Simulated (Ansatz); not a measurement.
# Si₂HBr: one structure at several levels

An exercise on one series of results from a longer session: the logs are not shown, and one member is left open.

Method: single points in def2-TZVPP; program: Ansatz 0.2.0, Gaussian basis.

Correlated methods freeze the cores. Filled d shells of the heavier atoms are correlated.

### The starting structure

SMILES `[SiH]#[Si]Br`, 4 atoms, charge 0, spin multiplicity 1.

Atoms are counted from 1 here; the program's logs count them from 0.

Bond lengths: Si1–Si2 2.191 Å, Si1–H4 1.524 Å, Si2–Br3 2.501 Å. Angles: Si2–Si1–H4 173.4°, Si1–Si2–Br3 85.9°.

Coordinates:

```
Si   -0.5808    0.0474   -0.7522
Si    0.4242   -1.5215    0.4002
Br    1.4015    0.3461    1.7472
H    -1.2987    1.2241   -1.4029
```

The first run:

File run/in.yaml:

```yaml
crystal:
  periodic: [false, false, false]
  atoms:
    - {symbol: Si, position_ang: [-0.580800, 0.047400, -0.752200]}
    - {symbol: Si, position_ang: [0.424200, -1.521500, 0.400200]}
    - {symbol: Br, position_ang: [1.401500, 0.346100, 1.747200]}
    - {symbol: H, position_ang: [-1.298700, 1.224100, -1.402900]}
basis:
  gaussian: {orbitals: def2-TZVPP}
correlation: {method: ccsd_t}
output: {forces: true}
```

The command line of these runs was not kept.

Steps of the session up to this table: CCSD(T)/def2-TZVPP; PBE0-D4/def2-TZVPP; wB97M-V/def2-TZVPP; r2SCAN-D4/def2-TZVPP; PBE-D4/def2-TZVPP; HSE06-D4/def2-TZVPP; revPBE-D4/def2-TZVPP.

One table of the session follows, with a row left open; its other results are not shown here.

| method | RMS force component (eV/Å) | angle to CCSD(T) forces (°) | dipole (D) |
| --- | --- | --- | --- |
| CCSD(T) | 0.520 | reference | 2.91 |
| PBE0-D4 | 0.509 | 17.1 | 2.82 |
| wB97M-V | 0.526 | 15.4 | 3.10 |
| r2SCAN-D4 | 0.474 | 14.0 | 2.64 |
| PBE-D4 | ? | ? | ? |
| HSE06-D4 | 0.506 | 16.2 | 2.80 |
| revPBE-D4 | 0.425 | 14.3 | 2.38 |

**Question.** Estimate the row for PBE-D4.

**Answer.** RMS force component (eV/Å): 0.436; angle to CCSD(T) forces (°): 14.9; dipole (D): 2.39. In the column «RMS force component (eV/Å)» it lies between revPBE-D4 (0.425) and r2SCAN-D4 (0.474).
